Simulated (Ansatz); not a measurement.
Working through a rigid torsion scan of C3H7AsS, SMILES CC(=S)C[AsH2]

Program: the Python package of Ansatz (0.2.0).

Interactive session:
```pycon
>>> import ansatz as az
>>> from ase import Atoms
>>> atoms = Atoms(["C", "C", "S", "C", "As", "H", "H", "H", "H", "H", "H", "H"], positions=[
...     (1.731, 0.6415, 0.4155),
...     (0.6917, -0.3898, 0.0691),
...     (0.96, -1.779, 0.3406),
...     (-0.5955, 0.0096, -0.6074),
...     (-2.1076, -0.0882, 0.66),
...     (1.3856, 1.6637, 0.1546),
...     (1.9408, 0.6187, 1.5065),
...     (2.671, 0.4392, -0.1414),
...     (-0.7979, -0.6458, -1.4825),
...     (-0.5331, 1.0527, -0.9818),
...     (-2.1913, -1.646, 0.5489),
...     (-3.1547, 0.1232, -0.482),
... ])
>>> # relax first, so that the scan starts from a minimum
>>> first = (
...     az.Crystal.molecule_from_ase(atoms).calculation()
...     .basis(gaussian="def2-SVP")
...     .functional("pbe")
...     .relax(force_tolerance=0.02, max_steps=80)
... )
>>> atoms.positions = first.run(threads=1).report["positions_ang"]
>>> start = atoms.get_dihedral(0, 1, 3, 4)
>>> energies = {}
>>> for turn in range(0, 360, 30):
...     turned = atoms.copy()
...     turned.set_dihedral(0, 1, 3, 4, start + turn, indices=[3, 4, 8, 9, 10, 11])
...     setup = az.Crystal.molecule_from_ase(turned).calculation()
...     setup = setup.basis(gaussian="def2-SVP").functional("pbe")
...     energies[round((start + turn) % 360)] = setup.run(threads=1).report["free_energy_ev"]
...
>>> floor = min(energies.values())
>>> print("dihedral C0-C1-C3-As4 (deg)   E - E(min) (kJ/mol)")
dihedral C0-C1-C3-As4 (deg)   E - E(min) (kJ/mol)
>>> for angle, e in sorted(energies.items()):
...     print(f"{angle:8d} {96.485332 * (e - floor):14.3f}  " + "#" * int(30 * (e - floor) / max(max(energies.values()) - floor, 1e-9)))
...
       8         33.297  ##############################
      38         18.869  #################
      68          6.711  ######
      98          3.655  ###
     128          6.157  #####
     158          8.890  ########
     188          7.576  ######
     218          8.976  ########
     248          4.233  ###
     278          0.000
     308          7.534  ######
     338         26.115  #######################
```

The scan is rigid and the energies are electronic, in a modest basis. With rigid groups the curve can differ much from the relaxed path, the start wasn't checked as a minimum of this torsion, and equivalent turns needn't return to the same energy. Wall time of the script: 2.4 min on 1 thread of Arm Neoverse V2, on a shared host, peak memory 0.25 GiB.
